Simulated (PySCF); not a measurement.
# GeSiNH5O (SMILES [NH2][GeH]1[O][SiH2]1) at 3 levels

Aim: a comparison of 3 runs (PBE/STO-3G, PBE/3-21G, PBE/6-31G*) of GeSiNH5O. Input form: a Python script.

The calculation is run with PySCF 2.14.0.

**1. The structure to begin with**

GeSiNH5O: 9 atoms, total charge 0, spin state singlet. As SMILES, `[NH2][GeH]1[O][SiH2]1`. The shape is that of a PBE0-D4/def2-TZVP optimisation. This is one conformer, not always the lowest.

Bond lengths: N1–Ge2 1.814 Å, Ge2–O3 1.897 Å, Ge2–Si4 2.258 Å, O3–Si4 1.648 Å, N1–H5 1.008 Å, N1–H6 1.007 Å, Ge2–H7 1.535 Å, Si4–H8 1.487 Å, Si4–H9 1.487 Å. Some angles: N1–Ge2–O3 110.3°, N1–Ge2–Si4 124.5°, O3–Ge2–Si4 45.7°, Ge2–O3–Si4 78.8°, Ge2–Si4–O3 55.5°, N1–Ge2–H7 107.3°, O3–Ge2–H7 108.0°, Si4–Ge2–H7 126.7°, Ge2–N1–H5 117.3°, Ge2–N1–H6 118.7°.

**2. The energy at PBE/STO-3G (run 1)**

Input file input.py:

```python
from pyscf import gto, dft

mol = gto.M(
    atom='''
N     -1.155190     2.421117    -2.367449
Ge     0.903856     1.021775    -0.012094
O      1.429956    -2.450786    -0.728867
Si     0.076912    -2.608767     2.071707
H     -0.613027     4.080297    -3.127875
H     -3.036223     2.363480    -2.088714
H      3.464813     2.371606    -0.194453
H     -2.507856    -3.703863     2.196240
H      1.603622    -3.582732     4.219192
''',
    verbose=4,
    charge=0,
    basis='sto-3g',
    unit='bohr',
    max_memory=1860,
)

myscf = dft.RKS(mol, xc='pbe')
myscf.conv_tol = 1e-10
myscf.grids.level = 4
myscf.kernel()
if not myscf.converged:
    myscf = myscf.newton().run(myscf.mo_coeff, myscf.mo_occ)

e_tot = myscf.e_tot
print('E(%s) = %.9f' % ('PBE', e_tot))
```

Run with:

```console
OMP_NUM_THREADS=1 python input.py
```

What it wrote:

```text
PySCF version 2.14.0

[... 86 lines left out ...]
converged SCF energy = -2469.68695152106
E(PBE) = -2469.686951521
```

Run time: 9.3 s. Hardware: 1 thread of Arm Neoverse V1, shared host; peak memory 0.29 GiB.

**3. A single-point energy at PBE/3-21G (run 2)**

Input file calc.py:

```python
from pyscf import gto, dft

mol = gto.M(
    atom=[
    ('N', (-0.611300, 1.281200, -1.252800)),
    ('Ge', (0.478300, 0.540700, -0.006400)),
    ('O', (0.756700, -1.296900, -0.385700)),
    ('Si', (0.040700, -1.380500, 1.096300)),
    ('H', (-0.324400, 2.159200, -1.655200)),
    ('H', (-1.606700, 1.250700, -1.105300)),
    ('H', (1.833500, 1.255000, -0.102900)),
    ('H', (-1.327100, -1.960000, 1.162200)),
    ('H', (0.848600, -1.895900, 2.232700)),
],
    spin=0,
    basis='3-21g',
    max_memory=1860,
    verbose=4,
)

mf = dft.RKS(mol)
mf.xc = 'pbe'
mf.conv_tol = 1e-10
mf.grids.level = 4
mf.kernel()
if not mf.converged:
    mf = mf.newton().run(mf.mo_coeff, mf.mo_occ)

e_tot = mf.e_tot
print('E = %.10f Eh' % e_tot)
```

Run with:

```console
OMP_NUM_THREADS=1 python calc.py
```

What it wrote:

```text
PySCF version 2.14.0

[... 84 lines left out ...]
converged SCF energy = -2486.53537564374
E = -2486.5353756437 Eh
```

Wall time 12 s (1 thread of Arm Neoverse V1, shared host); peak memory 0.35 GiB.

**4. A single-point energy at PBE/6-31G(d) (spherical functions) (run 3)**

Input file job.py:

```python
from pyscf import gto, dft

mol = gto.Mole()
mol.atom = [
    ('N', (-0.611300, 1.281200, -1.252800)),
    ('Ge', (0.478300, 0.540700, -0.006400)),
    ('O', (0.756700, -1.296900, -0.385700)),
    ('Si', (0.040700, -1.380500, 1.096300)),
    ('H', (-0.324400, 2.159200, -1.655200)),
    ('H', (-1.606700, 1.250700, -1.105300)),
    ('H', (1.833500, 1.255000, -0.102900)),
    ('H', (-1.327100, -1.960000, 1.162200)),
    ('H', (0.848600, -1.895900, 2.232700)),
]
mol.charge = 0
mol.max_memory = 1860
mol.verbose = 3
mol.basis = '6-31g*'
mol.build()

mf = dft.RKS(mol, xc='pbe')
mf.grids.level = 4
mf.conv_tol = 1e-10
mf.kernel()
if not mf.converged:
    mf = mf.newton().run(mf.mo_coeff, mf.mo_occ)

energy = mf.e_tot
print('E(%s) = %.9f' % ('PBE', energy))
```

Run with:

```console
OMP_NUM_THREADS=1 python job.py
```

What it wrote:

```text
converged SCF energy = -2498.56343217933
E(PBE) = -2498.563432179
```

It took 20 s on 1 thread of Arm Neoverse V1, shared host; peak memory 0.45 GiB.

**5. All runs side by side**

| run | level | energy (Eh) | dipole moment (D) | HOMO energy (eV) | LUMO energy (eV) | wall time |
| --- | --- | --- | --- | --- | --- | --- |
| 1 | PBE/STO-3G | -2469.686952 | 2.10 | -1.06 | 2.40 | 9.3 s |
| 2 | PBE/3-21G | -2486.535376 | 3.38 | -4.90 | -1.49 | 12 s |
| 3 | PBE/6-31G* (spherical functions) | -2498.563432 | 2.78 | -5.18 | -1.51 | 20 s |

**6. What came out**

| quantity | value |
| --- | --- |
| run 3: total energy | -2498.56343 Eh |
| run 3: dipole moment | 2.78 D |
| run 3: HOMO energy | -5.18 eV |
| run 3: LUMO energy | -1.51 eV |
| run 3: HOMO–LUMO gap | 3.67 eV |

The dipole moment (its size) runs from 2.10 D (PBE/STO-3G) to 3.38 D (PBE/3-21G). The HOMO–LUMO gap runs from 3.41 eV (PBE/3-21G) to 3.67 eV (PBE/6-31G*). In run 1 the basis is minimal, so the values are rough. All runs together took 42 s, the longest 20 s.
